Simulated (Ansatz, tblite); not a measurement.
# Cyclo-(Me2SnS)3 (C₆H₁₈S₃Sn₃): spin states and exact exchange

Is the singlet the ground state of cyclo-(Me2SnS)3 (C₆H₁₈S₃Sn₃)? Other spin states are computed and compared level by level.

Program: Ansatz 0.2.0, Gaussian basis. Level of theory: as each input shows. These are calculated values, not measurements.

Plan: triplet, at the geometry of the singlet (GFN1-xTB, GFN2-xTB, PBE0-D4/def2-TZVP, PBE-D4/def2-TZVP, r2SCAN-D4/def2-TZVP); the singlet's energies come from earlier runs.

2 further runs of the same task are left out: 1 that didn't finish, 1 set aside as unsound or not needed.

### Step 1. The structure

The geometry is that of the singlet, from an earlier relaxation (PBE-D4/def2-SVP).

30 atoms, charge 0, spin multiplicity 1.

Bond lengths: Sn1–C2 2.168 Å, Sn1–C3 2.166 Å, Sn1–S4 2.455 Å, Sn1–S12 2.463 Å, C2–H13 1.107 Å, C2–H14 1.106 Å, C2–H15 1.107 Å, C3–H16 1.107 Å, C3–H17 1.107 Å, C3–H18 1.106 Å, S4–Sn5 2.454 Å, Sn5–C6 2.168 Å, Sn5–C7 2.166 Å, Sn5–S8 2.463 Å, C6–H19 1.107 Å, C6–H20 1.106 Å, C6–H21 1.107 Å, C7–H22 1.107 Å and more. Angles: C2–Sn1–C3 115.1°, C2–Sn1–S4 110.2°, C2–Sn1–S12 110.7°, C3–Sn1–S4 105.7°, C3–Sn1–S12 104.9°, S4–Sn1–S12 110.0°, Sn1–C2–H13 109.6°, Sn1–C2–H14 107.9°, Sn1–C2–H15 108.8°, H13–C2–H14 110.8°, H13–C2–H15 109.9°, H14–C2–H15 109.9°, Sn1–C3–H16 109.5°, Sn1–C3–H17 109.3°, Sn1–C3–H18 108.8°, H16–C3–H17 109.9°, H16–C3–H18 109.8°, H17–C3–H18 109.6° and more.

Sn takes a core potential in the def2 sets. No spin-orbit coupling is included.

### Step 2. Triplet at the fixed geometry, GFN1-xTB

Tight binding, by tblite at 300 K electronic temperature and without a spin-polarisation term:

```python
tblite.interface.Calculator('GFN1-xTB', numbers, positions, charge=0, uhf=2).singlepoint()
```

Energy -1114.3006 eV; 0.081 s.

### Step 3. Triplet at the fixed geometry, GFN2-xTB

Tight binding, by tblite at 300 K electronic temperature and without a spin-polarisation term:

```python
tblite.interface.Calculator('GFN2-xTB', numbers, positions, charge=0, uhf=2).singlepoint()
```

Energy -1035.2230 eV; 0.094 s.

### Step 4. Triplet at the fixed geometry, PBE0-D4/def2-TZVP

File in.yaml:

```yaml
crystal:
  periodic: [false, false, false]
  atoms:
    - {symbol: Sn, position_ang: [-1.842685, 0.746179, 1.148608]}
    - {symbol: C, position_ang: [-1.174268, 2.776591, 0.787871]}
    - {symbol: C, position_ang: [-3.873946, 0.562630, 1.878849]}
    - {symbol: S, position_ang: [-0.427278, -0.323409, 2.845183]}
    - {symbol: Sn, position_ang: [1.451576, -1.025484, 1.430751]}
    - {symbol: C, position_ang: [0.979724, -2.894686, 0.438794]}
    - {symbol: C, position_ang: [3.183817, -1.080670, 2.730268]}
    - {symbol: S, position_ang: [1.948922, 0.728401, -0.225178]}
    - {symbol: Sn, position_ang: [0.289233, 0.219057, -1.960542]}
    - {symbol: C, position_ang: [-0.019187, 2.090989, -3.010063]}
    - {symbol: C, position_ang: [0.965771, -1.418425, -3.213817]}
    - {symbol: S, position_ang: [-1.797458, -0.567506, -0.934648]}
    - {symbol: H, position_ang: [-1.755344, 3.215439, -0.045912]}
    - {symbol: H, position_ang: [-0.096897, 2.740139, 0.539042]}
    - {symbol: H, position_ang: [-1.328383, 3.371144, 1.708839]}
    - {symbol: H, position_ang: [-4.568147, 1.044388, 1.164180]}
    - {symbol: H, position_ang: [-3.953043, 1.052345, 2.868362]}
    - {symbol: H, position_ang: [-4.122779, -0.510381, 1.976064]}
    - {symbol: H, position_ang: [1.755627, -3.118100, -0.318354]}
    - {symbol: H, position_ang: [-0.011249, -2.781758, -0.040005]}
    - {symbol: H, position_ang: [0.945206, -3.703048, 1.194310]}
    - {symbol: H, position_ang: [3.001550, -1.795768, 3.555270]}
    - {symbol: H, position_ang: [4.070735, -1.395946, 2.148279]}
    - {symbol: H, position_ang: [3.349785, -0.069749, 3.146426]}
    - {symbol: H, position_ang: [-0.818727, 1.959557, -3.763986]}
    - {symbol: H, position_ang: [-0.317831, 2.865221, -2.279464]}
    - {symbol: H, position_ang: [0.921718, 2.393980, -3.508380]}
    - {symbol: H, position_ang: [2.067190, -1.364417, -3.306317]}
    - {symbol: H, position_ang: [0.500152, -1.342411, -4.215228]}
    - {symbol: H, position_ang: [0.676214, -2.374294, -2.739241]}
basis:
  gaussian: {orbitals: def2-TZVP, fitting: {mean_field: def2-universal-jkfit}}
magnetization: {spin_polarized: true, initial_magnetization: 2}
hamiltonian: {xc: pbe0, dispersion: d4}
scf: {omitted_lower_state_checks: [starts]}
output: {orbitals: {seedname: orbitals}}
```

Started as:

```
ansatz run in.yaml --threads 2 --pin off --events-out ev --progress --plain --max-ram 32768MiB --backend cuda --devices 0, --max-vram 18GiB
```

Output:

```text
Functional definition: PBE0
  name "PBE0"
  cite "Adamo & Barone, J. Chem. Phys. 110, 6158 (1999) doi:10.1063/1.478522"
  cite "Perdew, Burke & Ernzerhof, Phys. Rev. Lett. 77, 3865 (1996) doi:10.1103/PhysRevLett.77.3865"
  parent pbe
  parameter a = 0.25
  parameter kappa = 0.804
  parameter beta = 0.06672455060314922
  exchange = (1 - a)*pbe_x(kappa = kappa, mu = beta*pi^2/3) + a*exact_x
  correlation = pbe_c(beta = beta)
these checks for a lower state are left out or cut short: starts
1812 factors; integrals over basis functions are off by at most 4.3e-1 eV
mean field evaluation 1: about -56469.4415 eV, gradient 8.4e1 eV
mean field evaluation 2: about -56430.9233 eV, gradient 1.1e2 eV
mean field evaluation 4: about -56498.2656 eV, gradient 2.4e1 eV
mean field evaluation 8: about -56502.5666 eV, gradient 9.4e-1 eV
mean field evaluation 16: about -56502.6839 eV, gradient 9.0e-2 eV
mean field evaluation 32: about -56502.6843 eV, gradient 7.3e-4 eV
mean field -56502.68427356 eV, -2076.4353481585 hartree, gradient 1.0e-5 eV, S^2 2.007770; 0 other end points of the search recorded, 0 dependent functions left out
reference -56502.68433645 eV, -2076.4353504696 hartree; 85, 83 occupied and 470, 472 virtual orbitals, 1812 factors
Total energy: -56503.80362761 eV, -2076.4764836608 hartree
Checks for a lower state left out: starts
```

It took 35 s on 1 × H100 (card shared with other runs) with 2 threads of AMD EPYC 7R13, shared host; peak host memory 1.2 GiB.

Report: HOMO -2.49 eV, LUMO -5.10 eV (over both spins; with the spin held, an empty level of the minority spin lies below the top filled one); ⟨S²⟩ 2.008 (pure: 2.00).

### Step 5. Triplet at the fixed geometry, PBE-D4/def2-TZVP

start.molden holds the orbitals of an earlier run on this state, given as this run's starting guess.

in.yaml: that of step 4 with these lines changed.

```diff
@@ -34,5 +34,5 @@
 basis:
-  gaussian: {orbitals: def2-TZVP, fitting: {mean_field: def2-universal-jkfit}}
+  gaussian: {orbitals: def2-TZVP, fitting: {mean_field: def2-universal-jkfit}, initial_orbitals: start.molden}
 magnetization: {spin_polarized: true, initial_magnetization: 2}
-hamiltonian: {xc: pbe0, dispersion: d4}
+hamiltonian: {xc: pbe, dispersion: d4}
 scf: {omitted_lower_state_checks: [starts]}
```

The command is unchanged.

Output:

```text
Functional definition: PBE
  name "PBE"
  cite "Perdew, Burke & Ernzerhof, Phys. Rev. Lett. 77, 3865 (1996) doi:10.1103/PhysRevLett.77.3865"
  parent pbe
  parameter kappa = 0.804
  parameter beta = 0.06672455060314922
  exchange = pbe_x(kappa = kappa, mu = beta*pi^2/3)
  correlation = pbe_c(beta = beta)
these checks for a lower state are left out or cut short: starts
1812 factors; integrals over basis functions are off by at most 4.3e-1 eV
mean field evaluation 1: about -56497.9777 eV, gradient 1.2e1 eV
mean field evaluation 2: about -56498.3804 eV, gradient 7.3e-1 eV
mean field evaluation 4: about -56498.4701 eV, gradient 5.4e-1 eV
mean field evaluation 8: about -56498.4704 eV, gradient 9.4e-2 eV
mean field evaluation 16: about -56498.4707 eV, gradient 1.5e-2 eV
mean field -56498.47074114 eV, -2076.2805036980 hartree, gradient 2.1e-6 eV, S^2 2.003415; 0 other end points of the search recorded, 0 dependent functions left out
reference -56498.47082922 eV, -2076.2805069349 hartree; 85, 83 occupied and 470, 472 virtual orbitals, 1812 factors
Total energy: -56499.72218310 eV, -2076.3264933418 hartree
Checks for a lower state left out: starts
```

It took 33 s on 1 × H100 (card shared with other runs) with 2 threads of AMD EPYC 7R13, shared host; peak host memory 1.2 GiB.

HOMO -1.90 eV, LUMO -5.70 eV (over both spins; with the spin held, an empty level of the minority spin lies below the top filled one); ⟨S²⟩ 2.003 (pure: 2.00).

### Step 6. Triplet at the fixed geometry, r2SCAN-D4/def2-TZVP

in.yaml: that of step 5 with these lines changed.

```diff
@@ -36,3 +36,3 @@
 magnetization: {spin_polarized: true, initial_magnetization: 2}
-hamiltonian: {xc: pbe, dispersion: d4}
+hamiltonian: {xc: r2scan, dispersion: d4}
 scf: {omitted_lower_state_checks: [starts]}
```

The command is unchanged.

Output (excerpt; [...] marks lines left out):

```text
Functional definition: r2SCAN
  name "r2SCAN"
  cite "Furness, Kaplan, Ning, Perdew & Sun, J. Phys. Chem. Lett. 11, 8208 (2020) doi:10.1021/acs.jpclett.0c02405"
  cite "Furness, Kaplan, Ning, Perdew & Sun, J. Phys. Chem. Lett. 11, 9248 (2020) doi:10.1021/acs.jpclett.0c03077"
  parent r2scan
[...]
1812 factors; integrals over basis functions are off by at most 4.3e-1 eV
[...]
mean field -56522.35735500 eV, -2077.1583205666 hartree, gradient 1.9e-6 eV, S^2 2.008397; 0 other end points of the search recorded, 0 dependent functions left out
reference -56522.35738357 eV, -2077.1583216164 hartree; 85, 83 occupied and 470, 472 virtual orbitals, 1812 factors
Total energy: -56522.70731489 eV, -2077.1711813550 hartree
Checks for a lower state left out: starts
```

Wall time 32 s (1 × H100 (card shared with other runs) with 2 threads of AMD EPYC 7R13, shared host); peak host memory 1.4 GiB.

From the report: HOMO -1.86 eV, LUMO -5.69 eV (over both spins; with the spin held, an empty level of the minority spin lies below the top filled one); ⟨S²⟩ 2.008 (pure: 2.00).

### Step 7. Triplet less singlet, vertical

The singlet's energies are those of its earlier runs, whose logs aren't repeated here.

```csv
level,"triplet less singlet, vertical (kcal/mol)",time
GFN1-xTB,+79.5,0.15 s
GFN2-xTB,+56.2,0.15 s
PBE-D4/def2-TZVP,+89.1,42 s
r2SCAN-D4/def2-TZVP,+96.4,43 s
PBE0-D4/def2-TZVP,+100.5,46 s
```

Times add the two runs; a level without a time comes out of a correlated run. Tight binding without a spin term can't rank spin states.

### Step 8. Results

```
                                                quantity                                        value
triplet less singlet, vertical, functionals in def2-TZVP  +89.1 (PBE-D4) to +100.5 kcal/mol (PBE0-D4)
```

What this shows: All functionals put the triplet above the singlet, over a spread of 11.4 kcal/mol. The checks for a lower triplet were left out, so another state of that spin may lie lower. These are electronic energies, without zero-point motion, entropy or surroundings.
